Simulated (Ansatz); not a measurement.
**GeF2 (SMILES [F][Ge][F]) at HF/STO-3G**

What is the energy change on altering one bond length of GeF2 at HF/STO-3G? 

The calculation is run with Ansatz 0.2.0.

32 further runs of the same task are left out: 32 set aside as unsound or not needed.

## Step 1: The molecule

GeF2 has 3 atoms, charge 0, and is taken as a singlet. SMILES: `[F][Ge][F]`. The shape is that of a PBE0-D4/def2-TZVP optimisation.

Bond lengths: F1–Ge2 1.745 Å, Ge2–F3 1.745 Å. Angles: F1–Ge2–F3 97.2°.

## Step 2: The energy at HF/STO-3G

input.yaml

```yaml
crystal:
  periodic: [false, false, false]
  atoms:
    - {symbol: F, position_ang: [-0.675900, -1.101800, -0.497500]}
    - {symbol: Ge, position_ang: [0.637500, -0.295200, 0.320200]}
    - {symbol: F, position_ang: [0.027600, 1.332100, 0.164100]}
basis:
  gaussian: {orbitals: STO-3G}
output: {orbitals: {seedname: orbitals}}
accuracy: high
hamiltonian: {xc: hf}
```

Started as:

```bash
$ ansatz run input.yaml --threads 1 --pin off --max-ram 3480MiB --events-out events.jsonl --progress --plain --runs-dir runs
```

The log of the run:

```text
Warning: RAYON_NUM_THREADS=1 ignored (pool sized by the plan → 1); use --threads N
Functional definition: HF
  name "HF"
  exchange = exact_x
  correlation = 0
426 factors; integrals over basis functions are off by at most 3.7e-8 eV
mean field evaluation 1: about -61163.4058 eV, gradient 2.2e1 eV
mean field evaluation 2: about -61163.4823 eV, gradient 2.2e1 eV
mean field evaluation 4: about -61166.2658 eV, gradient 1.5e0 eV
mean field evaluation 8: about -61166.2877 eV, gradient 8.9e-5 eV
mean field -61166.28772387 eV, -2247.8196138532 hartree, gradient 8.8e-9 eV, S^2 0.000000; 0 other end points of the search recorded, 0 dependent functions left out
reference -61166.28772387 eV, -2247.8196138532 hartree; 25, 25 occupied and 3, 3 virtual orbitals, 426 factors
Total energy: -61166.28772387 eV, -2247.8196138532 hartree
```

Wall time 0.2 s (1 thread of Intel Xeon 6975P-C (Granite Rapids), shared host).

## Step 3: The distorted shape

run.yaml

```yaml
crystal:
  periodic: [false, false, false]
  atoms:
    - {symbol: F, position_ang: [-0.872912, -1.222792, -0.620157]}
    - {symbol: Ge, position_ang: [0.637500, -0.295200, 0.320200]}
    - {symbol: F, position_ang: [0.027600, 1.332100, 0.164100]}
basis:
  gaussian: {orbitals: STO-3G}
total_charge: 0
hamiltonian: {xc: hf}
accuracy: high
output: {orbitals: {seedname: orbitals}}
```

Started as:

```bash
$ ansatz run run.yaml --threads 1 --pin off --max-ram 3480MiB --events-out events.jsonl --progress --plain --runs-dir runs
```

The log of the run:

```text
Warning: RAYON_NUM_THREADS=1 ignored (pool sized by the plan → 1); use --threads N
[... 4 set-up lines as earlier in the session ...]
413 factors; integrals over basis functions are off by at most 3.3e-8 eV
mean field evaluation 1: about -61160.7543 eV, gradient 2.5e1 eV
mean field evaluation 2: about -61160.8290 eV, gradient 2.5e1 eV
mean field evaluation 4: about -61164.9546 eV, gradient 2.4e0 eV
mean field evaluation 8: about -61165.0267 eV, gradient 7.5e-2 eV
mean field -61165.02675384 eV, -2247.7732740596 hartree, gradient 1.0e-8 eV, S^2 0.000000; 0 other end points of the search recorded, 0 dependent functions left out
reference -61165.02675384 eV, -2247.7732740596 hartree; 25, 25 occupied and 3, 3 virtual orbitals, 413 factors
Total energy: -61165.02675384 eV, -2247.7732740596 hartree
```

Run time: 0.2 s. Hardware: 1 thread of Intel Xeon 6975P-C (Granite Rapids), shared host.

## Step 4: Results

Level: HF/STO-3G.

| quantity | value |
| --- | --- |
| first shape: total energy | -2247.81961 Eh |
| first shape: HOMO energy | -7.07 eV |
| first shape: LUMO energy | 5.12 eV |
| first shape: HOMO–LUMO gap | 12.19 eV |
| distorted shape: total energy | -2247.77327 Eh |
| distorted shape: HOMO energy | -6.92 eV |
| distorted shape: LUMO energy | 4.58 eV |
| distorted shape: HOMO–LUMO gap | 11.51 eV |
| energy change with the F1–Ge2 bond stretched from 1.745 to 2.007 Å | 1.261 eV |

With the F1–Ge2 bond stretched from 1.745 to 2.007 Å the energy rises by 1.26 eV (122 kJ/mol). The first shape isn't relaxed at this level, so the change isn't measured from a minimum. The minimal basis adds a large error of its own.
